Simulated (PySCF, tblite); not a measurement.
**C₅H₈FO₂ radical: geometry, infrared bands and EPR parameters**

What infrared bands and EPR parameters should C₅H₈FO₂ radical (`CCO[C@H]1OC[C]1F`) show?

Computed with tblite 0.8.0 and PySCF 2.14.0, with density-fitted response routines of our own, on a single molecule in the gas phase. Atoms count from 0, in the outputs and in this text.

### Step 1. Starting geometry

16 atoms, charge 0, multiplicity 2; geometry from: force field or distance geometry start.

Bonds of the start (Å): C0–C1 1.50, C1–O2 1.40, O2–C3 1.37, C3–O4 1.40, O4–C5 1.38, C5–C6 1.49, C6–F7 1.39, C6–C3 1.51, C0–H8 1.11, C0–H9 1.14, C0–H10 1.12, C1–H11 1.12, C1–H12 1.11, C3–H13 1.12, C5–H14 1.11, C5–H15 1.12.

### Step 2. Geometry optimisation with GFN2-xTB

What the job is given:

```
{"job": {"kind": "relax", "xc": "GFN2-xTB", "basis": "xTB"}, "charge": 0, "multiplicity": 2}
C     -2.648000     0.162600    -0.177100
C     -1.393700    -0.509400     0.307500
O     -0.279600     0.268800    -0.032000
C      0.874500    -0.331500     0.402200
O      1.854300    -0.470400    -0.581600
C      2.462100     0.704200    -0.203400
C      1.836300     0.572700     1.141800
F      2.654800    -0.150100     2.008600
H     -2.533100     1.271100    -0.190600
H     -3.514400    -0.119500     0.504600
H     -2.932700    -0.171500    -1.202300
H     -1.338000    -1.500100    -0.207700
H     -1.389000    -0.689200     1.402900
H      0.669200    -1.295000     0.932200
H      2.091400     1.625900    -0.706200
H      3.578300     0.640400    -0.142700
```

Started as:

```sh
> OMP_NUM_THREADS=1 python probes_run.py task.json out
```

This one command runs all jobs of the session in turn.

The program printed:

```text
step      E/eV     max force
  0    -748.67103    3.420
  1    -748.91181    0.656
  2    -748.95669    0.567
  3    -748.99634    0.441
  4    -749.02107    0.397
  5    -749.05353    0.419
  6    -749.07282    0.367
  7    -749.09039    0.351
  8    -749.10578    0.283
  9    -749.12212    0.283
 10    -749.13707    0.311
 11    -749.15042    0.363
 12    -749.16244    0.378
 13    -749.17418    0.359
 14    -749.18531    0.294
 15    -749.19513    0.272
 16    -749.20442    0.298
 17    -749.21453    0.288
 18    -749.22508    0.233
 19    -749.23381    0.191
 20    -749.23938    0.133
 21    -749.24331    0.143
 22    -749.24763    0.163
 23    -749.25232    0.136
 24    -749.25624    0.132
 25    -749.25928    0.128
 26    -749.26211    0.115
 27    -749.26528    0.155
 28    -749.26855    0.161
 29    -749.27208    0.186
 30    -749.27553    0.149
 31    -749.27933    0.133
 32    -749.28211    0.157
 33    -749.28685    0.205
 34    -749.29256    0.271
 35    -749.30149    0.286
 36    -749.31210    0.275
 37    -749.32202    0.242
 38    -749.32774    0.162
 39    -749.32865    0.287
 40    -749.33464    0.158
 41    -749.33808    0.113
 42    -749.34343    0.091
 43    -749.34524    0.099
 44    -749.34680    0.100
 45    -749.34842    0.077
 46    -749.34950    0.055
 47    -749.35001    0.059
 48    -749.35038    0.063
 49    -749.35075    0.050
 50    -749.35124    0.075
 51    -749.35178    0.081
 52    -749.35237    0.062
 53    -749.35295    0.066
 54    -749.35354    0.072
 55    -749.35416    0.072
 56    -749.35494    0.085
 57    -749.35609    0.100
 58    -749.35795    0.151
 59    -749.36068    0.175
 60    -749.36412    0.201
 61    -749.36667    0.257
 62    -749.37141    0.149
 63    -749.37435    0.171
 64    -749.37907    0.198
 65    -749.38170    0.145
 66    -749.38564    0.201
 67    -749.38996    0.214
 68    -749.39338    0.147
 69    -749.39655    0.128
 70    -749.39895    0.122
 71    -749.40115    0.103
 72    -749.40246    0.220
 73    -749.40440    0.149
 74    -749.40710    0.129
 75    -749.41163    0.141
 76    -749.41571    0.175
 77    -749.41909    0.179
 78    -749.42282    0.169
 79    -749.42719    0.138
 80    -749.43059    0.228
 81    -749.43433    0.226
 82    -749.43673    0.109
 83    -749.43860    0.100
 84    -749.44039    0.098
 85    -749.44168    0.069
 86    -749.44272    0.056
 87    -749.44330    0.053
 88    -749.44384    0.055
 89    -749.44427    0.048
 90    -749.44460    0.043
 91    -749.44509    0.049
 92    -749.44563    0.048
 93    -749.44611    0.052
 94    -749.44643    0.045
 95    -749.44670    0.045
 96    -749.44704    0.042
 97    -749.44741    0.035
 98    -749.44770    0.044
 99    -749.44788    0.025
100    -749.44798    0.021
101    -749.44810    0.029
102    -749.44830    0.037
103    -749.44860    0.044
104    -749.44909    0.047
105    -749.44977    0.079
106    -749.45056    0.099
107    -749.45124    0.073
108    -749.45161    0.040
109    -749.45178    0.032
110    -749.45187    0.037
111    -749.45196    0.020
112    -749.45203    0.015
113    -749.45214    0.017
114    -749.45220    0.020
115    -749.45228    0.021
116    -749.45234    0.019
117    -749.45240    0.017
118    -749.45246    0.018
119    -749.45253    0.031
120    -749.45266    0.041
121    -749.45287    0.046
122    -749.45318    0.057
123    -749.45357    0.060
124    -749.45398    0.051
125    -749.45439    0.045
126    -749.45474    0.045
127    -749.45499    0.026
128    -749.45514    0.027
129    -749.45525    0.024
130    -749.45534    0.019
131    -749.45542    0.019
132    -749.45546    0.014
133    -749.45551    0.015
134    -749.45555    0.012
135    -749.45557    0.010
```

Run time: 0.6 s. Hardware: 1 thread of Arm Neoverse V2, shared host.

The steps of the relaxation: (not every step is listed)

```
step  energy from step 0 (eV)  largest force (eV/Å)
   0                   0.0000                3.4196
   1                  -0.2408                0.6561
   2                  -0.2857                0.5675
   3                  -0.3253                0.4407
   4                  -0.3500                0.3971
   5                  -0.3825                0.4185
   6                  -0.4018                0.3672
   7                  -0.4194                0.3514
   8                  -0.4348                0.2833
  20                  -0.5684                0.1330
  32                  -0.6111                0.1570
  44                  -0.6758                0.1002
  56                  -0.6839                0.0854
  68                  -0.7224                0.1467
  80                  -0.7596                0.2281
  92                  -0.7746                0.0482
 104                  -0.7781                0.0473
 116                  -0.7813                0.0188
 128                  -0.7841                0.0267
 130                  -0.7843                0.0187
 131                  -0.7844                0.0186
 132                  -0.7844                0.0139
 133                  -0.7845                0.0152
 134                  -0.7845                0.0121
 135                  -0.7845                0.0098
```

Close pairs (by a distance rule), those that changed most:

```
  bond  before (Å)  after (Å)  change (Å)
 O4–C5       1.376      1.429      +0.054
 C6–F7       1.394      1.342      -0.052
 C0–H9       1.138      1.086      -0.052
 C3–O4       1.395      1.441      +0.045
C0–H10       1.115      1.086      -0.029
 C0–H8       1.115      1.086      -0.028
 C1–O2       1.401      1.424      +0.024
C5–H15       1.120      1.098      -0.022
```

The next job starts from the end point, and lists it.

### Step 3. Harmonic vibrations with GFN2-xTB

What the job is given:

```
{"job": {"kind": "ir", "xc": "GFN2-xTB", "basis": "xTB"}, "charge": 0, "multiplicity": 2}
C     -2.752594     0.123527    -0.048413
C     -1.415865    -0.577171     0.116711
O     -0.441325     0.400774     0.466794
C      0.813926    -0.107688     0.660922
O      1.489289    -0.525603    -0.541174
C      2.605985     0.336972    -0.312477
C      1.906889     0.895744     0.880166
F      2.494142     1.120536     2.066014
H     -3.031097     0.616497     0.878609
H     -3.517138    -0.600655    -0.314994
H     -2.679641     0.873513    -0.830237
H     -1.113130    -1.069140    -0.815898
H     -1.465963    -1.336363     0.912012
H      0.797393    -0.940629     1.396269
H      2.770446     1.014519    -1.155560
H      3.531081    -0.215889    -0.102672
```

The program printed:

```text
mode    cm-1     km/mol
  1      56.4      1.39
  2      82.1      2.78
  3     123.4      1.87
  4     141.6      9.12
  5     202.1      0.56
  6     279.0      1.73
  7     288.9      8.39
  8     352.6      4.40
  9     464.4      7.64
 10     564.6      8.54
 11     682.8     17.40
 12     837.2      2.81
 13     861.0     13.15
 14     919.6     16.98
 15     954.4    102.48
 16     994.2     40.20
 17    1039.2     48.24
 18    1060.0      3.14
 19    1082.0     10.92
 20    1114.9    193.39
 21    1121.1     13.05
 22    1139.7     79.24
 23    1148.8     11.59
 24    1183.6     94.02
 25    1214.9     12.35
 26    1245.7      3.78
 27    1286.7     18.64
 28    1333.5     44.95
 29    1351.1     96.11
 30    1398.5      9.25
 31    1423.5     11.39
 32    1470.3      3.44
 33    1483.5      1.01
 34    1491.3      4.66
 35    2720.7     70.95
 36    2860.4     58.12
 37    2866.4     22.20
 38    2913.3     33.39
 39    2926.4     10.99
 40    3049.7     21.19
 41    3055.1     22.19
 42    3060.8     17.66
```

Wall time 0.35 s (1 thread of Arm Neoverse V2, shared host).

The strongest bands and the atoms that carry them (share of the mass-weighted mode):

```
cm⁻¹  km/mol                                 atoms
 954   102.5                      C3 41 %, O4 32 %
1039    48.2                      C5 33 %, O4 30 %
1115   193.4    C6 28 %, O2 21 %, C3 14 %, C5 10 %
1140    79.2   C3 18 %, O2 18 %, C1 15 %, H13 12 %
1184    94.0  H14 20 %, C6 18 %, C3 18 %, H15 13 %
1351    96.1                      C6 36 %, C3 13 %
2721    71.0                              H13 94 %
2860    58.1                              H12 87 %
```

### Step 4. EPR parameters: B3LYP/pcH-1

The job, as its differences from that of step 3:

```diff
@@ -1,2 +1,2 @@
-{"job": {"kind": "ir", "xc": "GFN2-xTB", "basis": "xTB"}, "charge": 0, "multiplicity": 2}
+{"job": {"kind": "epr", "basis": "pcH-1"}, "charge": 0, "multiplicity": 2}
 C     -2.752594     0.123527    -0.048413
```

Method: UKS B3LYP, pcH-1 on C F H O, non-relativistic, mean-field spin-orbit, GIAO.

The program printed:

```text
UKS, coarse grid
  cycle   1  E = -445.39391617  |g| = 6.69e-01
  cycle   2  E = -445.13692641  |g| = 1.09e+00
  cycle   3  E = -445.54630248  |g| = 8.00e-02
  cycle   4  E = -445.54809345  |g| = 4.68e-02
  cycle   5  E = -445.54896160  |g| = 1.37e-02
  cycle   6  E = -445.54901954  |g| = 6.10e-03
  cycle   7  E = -445.54903462  |g| = 1.26e-03
  cycle   8  E = -445.54903617  |g| = 7.85e-04
UKS, final grid
  cycle   1  E = -445.54902268  |g| = 1.05e-03
  cycle   2  E = -445.54902227  |g| = 1.60e-03
  cycle   3  E = -445.54902302  |g| = 1.49e-04
  cycle   4  E = -445.54902303  |g| = 2.74e-05
E = -445.54902303 Eh   <S^2> = 0.7531 (exact 0.7500)
g shifts (ppm)      1          2          3
  rmc          -207       -207       -207
  gc             19         38         34
  oz_so        -123       1630       2644
  total        -311       1461       2471
hyperfine (MHz)  atom isotope    a_iso     a_fc   dipolar eigenvalues
    0   13C      -0.03      -0.03     -0.19     -0.18      0.37
    1   13C      -1.71      -1.71     -0.55     -0.31      0.86
    2   17O     -17.16     -17.16     -4.39      1.83      2.55
    3   13C     -19.80     -19.80     -4.72     -4.44      9.16
    4   17O       2.06       2.06    -12.89      5.42      7.47
    5   13C     -11.90     -11.90     -4.67     -1.57      6.24
    6   13C     275.72     275.72    -81.16    -76.77    157.93
    7   19F     195.41     195.41   -255.54   -223.19    478.73
    8    1H       0.00       0.00     -0.67     -0.63      1.31
    9    1H       0.79       0.79     -0.43     -0.41      0.84
   10    1H       0.46       0.46     -0.70     -0.66      1.36
   11    1H      -0.04      -0.04     -1.20     -1.12      2.32
   12    1H       0.96       0.96     -1.30     -0.83      2.12
   13    1H      39.80      39.80     -5.34     -2.76      8.10
   14    1H      65.38      65.38     -5.74     -4.95     10.70
   15    1H      59.14      59.14     -4.93     -2.60      7.53
```

It took 64 s on 1 thread of Arm Neoverse V2, shared host; peak memory 1 GiB.

Principal g values 2.00201, 2.00378, 2.00479; g(iso) = 2.00353, against 2.00232 for a free electron.

Mean a(iso) over the nuclei that a row names, and the largest dipolar term of the row (other rows stand at the frozen geometry):

```
     nuclei  isotope  a(iso) (MHz)  a(iso) (G, at g = 2.0023)  largest dipolar term (MHz)
         C6      13C         275.7                       98.4                       157.9
         F7      19F         195.4                       69.7                       478.7
        H14       1H          65.4                       23.3                        10.7
        H15       1H          59.1                       21.1                         7.5
        H13       1H          39.8                       14.2                         8.1
         C3      13C         -19.8                       -7.1                         9.2
         O2      17O         -17.2                       -6.1                        -4.4
         C5      13C         -11.9                       -4.2                         6.2
         O4      17O           2.1                        0.7                       -12.9
         C1      13C          -1.7                       -0.6                         0.9
        H12       1H           1.0                        0.3                         2.1
H8, H9, H10       1H           0.4                        0.1                         1.4
        H11       1H           0.0                        0.0                         2.3
         C0      13C           0.0                        0.0                         0.4
```

Mulliken spin populations:

C0 0.00; C1 0.00; O2 0.01; C3 -0.02; O4 0.03; C5 -0.05; C6 0.88; F7 0.07; H8 0.00; H9 0.00; H10 0.00; H11 0.00; H12 0.00; H13 0.03; H14 0.02; H15 0.03

In first order the couplings over 0.8 MHz of 19F, 1H give 32 distinct lines over 128.7 G, if the averaged nuclei exchange fast.

Orbitals, density, ELF and potential are computed afterwards from the orbital file.

ELF in a plane through or near 6 of the atoms.

Ten even steps from '0' (0.00) to '9' (1.00):
```
0000000000000000000000000000
0000000000000000000000000000
0000000000000000000000000000
0000000000000000000000000000
0000002565200000000000000000
0000026888400000000132000000
0000048657200023101898400000
0000037876320167303999710000
0000001352472488504999610000
0000000355373667604898300000
0000012698322688425225420000
0000013565100386116765430000
0000016996110032006984210000
0000039997010000004872100000
0000049996000000001431000000
0000028993000000000000000000
0000000220000000000000000000
0000000000000000000000000000
0000000000000000000000000000
0000000000000000000000000000
```
The map spans 12.4 Å across and 8.8 Å up, centred on the molecule. Atoms in the plane (x, y in Å): C0 (2.7, -0.1), O2 (0.4, 0.3), C6 (-2.0, 0.6), F7 (-2.7, 1.8), H8 (2.9, 0.9), H14 (-2.8, -1.4).

On the surface of density 0.002 e/bohr³ the electrostatic potential runs, from the 1st to the 99th percentile, from -1.30 V near O2 to 0.94 V near H15.

The spin density lies nearest to C6 69 %; F7 11 %.

### Step 5. Summary of results

```
                                 quantity                  value
strongest single infrared mode (GFN2-xTB)  1115 cm⁻¹, 193 km/mol
             zero-point energy (GFN2-xTB)          77.0 kcal/mol
                           g(iso) (B3LYP)                2.00353
                                     ⟨S²⟩     0.753 (exact 0.75)
       largest a(iso) (averaged by class)   13C on C6, 275.7 MHz
    surface potential, 1st and 99th percentile     -1.30 V and 0.94 V
```

**Reading.** Over 135 steps the energy fell by 0.785 eV; of the close pairs, O4–C5 changed most, 1.376 to 1.429 Å. All 42 modes are real, so the xTB geometry is a minimum. The strongest single mode, at 1115 cm⁻¹, is carried by C6, O2, C3, C5. Unscaled tight-binding wavenumbers are off by several per cent, some by more. Its intensities can rank the bands wrongly. C6 carries the largest spin population, 0.88 e. The isotropic g lies 1.2 ppt above the free-electron value.
